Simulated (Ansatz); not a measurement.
**SiH4S (sulfanylsilane): RPA@PBE/STO-3G**

Aim: the electronic atomisation energy of SiH4S (sulfanylsilane) at RPA@PBE/STO-3G, from 4 runs. 

The calculation is run with Ansatz 0.2.0.

45 further runs of the same task are left out: 1 that didn't finish, 44 set aside as unsound or not needed.

## 1. The system as given

SiH4S: 6 atoms, total charge 0, spin state singlet. As SMILES, `[SiH3]S`. The coordinates come from a PBE0-D4/def2-TZVP relaxation.

Bond lengths: Si1–S2 2.137 Å, Si1–H3 1.485 Å, Si1–H4 1.482 Å, Si1–H5 1.485 Å, S2–H6 1.344 Å. Angles: Si1–S2–H6 94.7°, S2–Si1–H3 111.6°, S2–Si1–H4 104.8°, S2–Si1–H5 111.6°, H3–Si1–H4 110.0°, H3–Si1–H5 108.8°, H4–Si1–H5 110.0°.

## 2. A single-point energy at RPA@PBE/STO-3G

Contents of molecule.yaml:

```yaml
crystal:
  periodic: [false, false, false]
  atoms:
    - {symbol: Si, position_ang: [-0.169800, -0.263400, -0.436000]}
    - {symbol: S, position_ang: [0.907300, -0.012600, 1.392800]}
    - {symbol: H, position_ang: [-1.629800, -0.074300, -0.241600]}
    - {symbol: H, position_ang: [0.108600, -1.658300, -0.852500]}
    - {symbol: H, position_ang: [0.299800, 0.681200, -1.481100]}
    - {symbol: H, position_ang: [0.526100, 1.263300, 1.572300]}
basis:
  gaussian:
    orbitals: STO-3G
hamiltonian:
  xc: pbe
correlation:
  method: rpa
  frozen_orbitals: {H: 0, S: 5, Si: 5}
accuracy: high
```

Command:

```sh
$ ansatz run molecule.yaml --threads 1 --pin off --max-ram 2610MiB --events-out events.jsonl --progress --plain --runs-dir runs
```

Standard output:

```text
Warning: RAYON_NUM_THREADS=1 ignored (pool sized by the plan → 1); use --threads N
Functional definition: PBE
  name "PBE"
  parameter kappa = 0.804
  parameter beta = 0.06672455060314922
  exchange = pbe_x(kappa = kappa, mu = beta*pi^2/3)
  correlation = pbe_c(beta = beta)
388 factors; integrals over basis functions are off by at most 1.9e-8 eV
mean field evaluation 1: about -18555.9960 eV, gradient 1.8e1 eV
mean field evaluation 2: about -18555.9375 eV, gradient 1.8e1 eV
mean field evaluation 4: about -18557.0353 eV, gradient 1.7e0 eV
mean field evaluation 8: about -18557.0497 eV, gradient 4.4e-3 eV
mean field evaluation 16: about -18557.0497 eV, gradient 2.3e-8 eV
mean field -18557.04967746 eV, -681.9589972266 hartree, gradient 2.3e-8 eV, S^2 0.000000; 0 other end points of the search recorded, 0 dependent functions left out
10 core orbitals not correlated: weight in the atoms' cores, before any rotation towards them, 0.999 or more for the frozen orbitals, at most 0.000 for the correlated occupied ones
reference -18533.63570487 eV, -681.0985496043 hartree; 7, 7 occupied and 5, 5 virtual orbitals, 388 factors
Total energy: -18537.87923219 eV, -681.2544963570 hartree
```

Run time: 1.6 s. Hardware: 1 thread of Arm Neoverse V2, shared host; peak memory 0.1 GiB.

## 3. The H atom, same level

Contents of run.yaml:

```yaml
crystal:
  periodic: [false, false, false]
  atoms:
    - {symbol: H, position_ang: [0.000000, 0.000000, 0.000000]}
basis:
  gaussian:
    orbitals: STO-3G
magnetization:
  spin_polarized: true
  initial_magnetization: 1
hamiltonian:
  xc: {name: PBE}
correlation:
  method: rpa
  frozen_orbitals: {H: 0}
accuracy: high
```

Command:

```sh
$ ansatz run run.yaml --threads 1 --pin off --max-ram 2610MiB --events-out events.jsonl --progress --plain --runs-dir runs
```

Standard output, cut to the lines that bear on the results:

```text
Warning: RAYON_NUM_THREADS=1 ignored (pool sized by the plan → 1); use --threads N
[... 6 set-up lines as earlier in the session ...]
1 factors; integrals over basis functions are off by at most 4.6e-10 eV
mean field evaluation 1: about -12.6363 eV, gradient 0.0e0 eV
mean field evaluation 2: about -12.6363 eV, gradient 0.0e0 eV
mean field -12.63630448 eV, -0.4643756244 hartree, gradient 0.0e0 eV, S^2 0.750000; 0 other end points of the search recorded, 0 dependent functions left out
reference -12.69633895 eV, -0.4665818504 hartree; 1, 0 occupied and 0, 1 virtual orbitals, 1 factors
Total energy: -12.69633895 eV, -0.4665818504 hartree
```

It took 0.06 s on 1 thread of Arm Neoverse V2, shared host.

## 4. The S atom at the same level

Contents of in.yaml:

```yaml
basis:
  gaussian:
    orbitals: STO-3G
crystal:
  periodic: [false, false, false]
  atoms:
    - {symbol: S, position_ang: [0.000000, 0.000000, 0.000000]}
magnetization:
  spin_polarized: true
  initial_magnetization: 2
hamiltonian:
  xc: pbe
correlation:
  method: rpa
  frozen_orbitals: {S: 5}
accuracy: high
```

Run the same way, it converges to -393.15871 Eh (log not shown).

## 5. The Si atom at the same level

Contents of run.yaml:

```yaml
crystal:
  periodic: [false, false, false]
  atoms:
    - {symbol: Si, position_ang: [0.000000, 0.000000, 0.000000]}
basis:
  gaussian:
    orbitals: STO-3G
accuracy: high
total_charge: 0
magnetization:
  spin_polarized: true
  initial_magnetization: 2
hamiltonian:
  xc: pbe
correlation:
  method: rpa
  frozen_orbitals: {Si: 5}
```

Run the same way, it converges to -285.51519 Eh (log not shown).

## 6. Outcome

At RPA@PBE/STO-3G, 10 core orbitals frozen:

| quantity | value |
| --- | --- |
| molecule: total energy | -681.25450 Eh |
| molecule: RPA correlation energy (valence) | -155.9 mEh |
| H atom: total energy | -0.46658 Eh |
| H atom: RPA correlation energy | 0.0 mEh |
| H atom: ⟨S²⟩ of the reference determinant | 0.750 |
| S atom: total energy | -393.15871 Eh |
| S atom: RPA correlation energy (valence) | -29.2 mEh |
| S atom: ⟨S²⟩ of the reference determinant | 2.000 |
| Si atom: total energy | -285.51519 Eh |
| Si atom: RPA correlation energy (valence) | -51.1 mEh |
| Si atom: ⟨S²⟩ of the reference determinant | 2.000 |
| electronic atomisation energy | 19.436 eV |

Taking the molecule apart into free atoms costs 19.44 eV (448 kcal/mol), before zero-point energy and without spin-orbit coupling. In a minimal basis such a difference can be off by several eV, whatever the method.
